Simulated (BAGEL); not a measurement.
**AlBrF (SMILES [F][Al][Br]) at UHF/6-31G(d) (density fitting with qzvpp-jkfit, spherical functions)**

Aim: the vertical ionisation energy of AlBrF at UHF/6-31G* (density fitting with qzvpp-jkfit, spherical functions), from 2 runs. 

Program for the calculation: BAGEL 1.2.2.

9 further runs of the same task are left out: 1 for a known fault of the program, 5 that didn't finish, 3 set aside as unsound or not needed.

## Step 1: The molecule

AlBrF has 3 atoms, charge 0, and is taken as a doublet. As SMILES, `[F][Al][Br]`. The shape is that of a PBE0-D4/def2-TZVP optimisation.

Bond lengths: F1–Al2 1.648 Å, Al2–Br3 2.266 Å. Angles: F1–Al2–Br3 118.9°.

## Step 2: The energy at UHF/6-31G(d) (density fitting with qzvpp-jkfit, spherical functions)

File input.json:

```json
{ "bagel": [

{
  "title": "molecule",
  "basis": "6-31gs.json",
  "df_basis": "qzvpp-jkfit",
  "angstrom": "true",
  "geometry": [
    { "atom": "F", "xyz": [      -1.120000,       1.016600,      -0.510500 ] },
    { "atom": "Al", "xyz": [      -0.440000,      -0.468200,      -0.288800 ] },
    { "atom": "Br", "xyz": [       1.549000,      -0.613200,       0.786200 ] }
  ]
},

{
  "title": "uhf",
  "nopen": 1
},

{
  "title": "print",
  "file": "orbitals.molden",
  "orbitals": "true"
}

]}
```

The basis set 6-31G* is read from a file made from the Basis Set Exchange's data (not shown).

Command:

```bash
$ BAGEL_NUM_THREADS=1 BAGEL input.json > input.out
```

What it wrote:

```text
* using 1 threads per process

  ===============================================================
  ===============================================================

  *** Geometry ***

  { "atom" : "F", "xyz" : [     -2.116493,      1.921096,     -0.964705 ] },
  { "atom" : "Al", "xyz" : [     -0.831479,     -0.884770,     -0.545753 ] },
  { "atom" : "Br", "xyz" : [      2.927186,     -1.158780,      1.485703 ] },

  Number of auxiliary basis functions:      471

  Since a DF basis is specified, we compute 2- and 3-index integrals:
    o Being stored without compression. Storage requirement is 0.015 GB

  Number of basis functions:       64
  Number of electrons      :       57

    * METHOD: MOLECULE                             0.21

  *** Open-shell HF ***

  === Nuclear Repulsion ===
   193.0809175193

      * DIIS with orbital gradients will be used.

  === UHF iteration (6-31gs.json) ===
      0      -2913.39482112          0.03972170           0.11
      1      -2913.49436867          0.02902409           0.11
      2      -2913.53554679          0.01839202           0.11
      3      -2913.56205364          0.00103499           0.11
      4      -2913.56295240          0.00042590           0.10
      5      -2913.56307809          0.00015579           0.11
      6      -2913.56310744          0.00004442           0.11
      7      -2913.56311262          0.00001711           0.10
      8      -2913.56311359          0.00000852           0.10
      9      -2913.56311383          0.00000331           0.10
     10      -2913.56311386          0.00000093           0.10
     11      -2913.56311386          0.00000041           0.10
     12      -2913.56311386          0.00000017           0.10
     13      -2913.56311386          0.00000007           0.10
     14      -2913.56311386          0.00000003           0.10
     15      -2913.56311386          0.00000002           0.10
     16      -2913.56311386          0.00000001           0.10
    * SCF iteration converged.

    * S^2 (UHF) is 0.7534

    * Permanent dipole moment:
           (    0.456091,     0.634687,     0.314368) a.u.

    * METHOD: UHF                                  1.97

    * METHOD: PRINT                                0.01

  ===============================================================
```

Run time: 2.3 s. Hardware: 1 thread of Arm Neoverse V1, shared host; peak memory 0.097 GiB.

## Step 3: The singlet cation

File hf.json:

```json
{ "bagel" : [

{
  "title" : "molecule",
  "basis" : "6-31gs.json",
  "df_basis" : "qzvpp-jkfit",
  "angstrom" : "true",
  "geometry" : [
    { "atom" : "F", "xyz" : [   -1.120000,    1.016600,   -0.510500 ] },
    { "atom" : "Al", "xyz" : [   -0.440000,   -0.468200,   -0.288800 ] },
    { "atom" : "Br", "xyz" : [    1.549000,   -0.613200,    0.786200 ] }
  ]
},
{
  "title" : "hf",
  "charge" : 1
},
{
  "title" : "print",
  "file" : "orbitals.molden",
  "orbitals" : "true"
}

]}
```

The basis set 6-31G* is read from a file made from the Basis Set Exchange's data (not shown).

Command:

```bash
$ BAGEL_NUM_THREADS=1 BAGEL hf.json > hf.out
```

What it wrote:

```text
* using 1 threads per process

  ===============================================================
  ===============================================================

  *** Geometry ***

  { "atom" : "F", "xyz" : [     -2.116493,      1.921096,     -0.964705 ] },
  { "atom" : "Al", "xyz" : [     -0.831479,     -0.884770,     -0.545753 ] },
  { "atom" : "Br", "xyz" : [      2.927186,     -1.158780,      1.485703 ] },

  Number of auxiliary basis functions:      471

  Since a DF basis is specified, we compute 2- and 3-index integrals:
    o Being stored without compression. Storage requirement is 0.015 GB

  Number of basis functions:       64
  Number of electrons      :       57

    * METHOD: MOLECULE                             0.22

  *** RHF ***

  === Nuclear Repulsion ===
   193.0809175193

      * DIIS with orbital gradients will be used.

  === RHF iteration (6-31gs.json) ===
      0      -2913.08045621          0.02090556           0.06
      1      -2913.16590584          0.01562186           0.05
      2      -2913.23527228          0.00098167           0.05
      3      -2913.23599497          0.00037579           0.05
      4      -2913.23611654          0.00013567           0.06
      5      -2913.23614628          0.00006447           0.06
      6      -2913.23615619          0.00003356           0.05
      7      -2913.23615993          0.00000802           0.05
      8      -2913.23616008          0.00000265           0.05
      9      -2913.23616009          0.00000121           0.06
     10      -2913.23616009          0.00000047           0.05
     11      -2913.23616009          0.00000012           0.05
     12      -2913.23616009          0.00000006           0.05
     13      -2913.23616009          0.00000002           0.05
     14      -2913.23616009          0.00000001           0.06
     15      -2913.23616009          0.00000001           0.05
    * SCF iteration converged.

    * Permanent dipole moment:
           (    1.987523,     1.592496,     1.250723) a.u.

    * METHOD: HF                                   1.07

    * METHOD: PRINT                                0.01

  ===============================================================
```

Wall time 1.4 s (1 thread of Arm Neoverse V1, shared host); peak memory 0.097 GiB.

## Step 4: Summary of results

At UHF/6-31G* (density fitting with qzvpp-jkfit, spherical functions):

| quantity | value |
| --- | --- |
| doublet AlBrF: total energy | -2913.56311 Eh |
| doublet AlBrF: dipole moment | 2.14 D |
| doublet AlBrF: ⟨S²⟩ | 0.753 |
| singlet cation: total energy | -2913.23616 Eh |
| singlet cation: HOMO energy | -17.61 eV |
| singlet cation: LUMO energy | -8.27 eV |
| singlet cation: HOMO–LUMO gap | 9.34 eV |
| vertical ionisation energy (to the singlet cation) | 8.897 eV |

In words: Removing an electron at fixed nuclei costs 8.90 eV (858 kJ/mol). Only the singlet of the ionised species was computed; a triplet could lie lower.
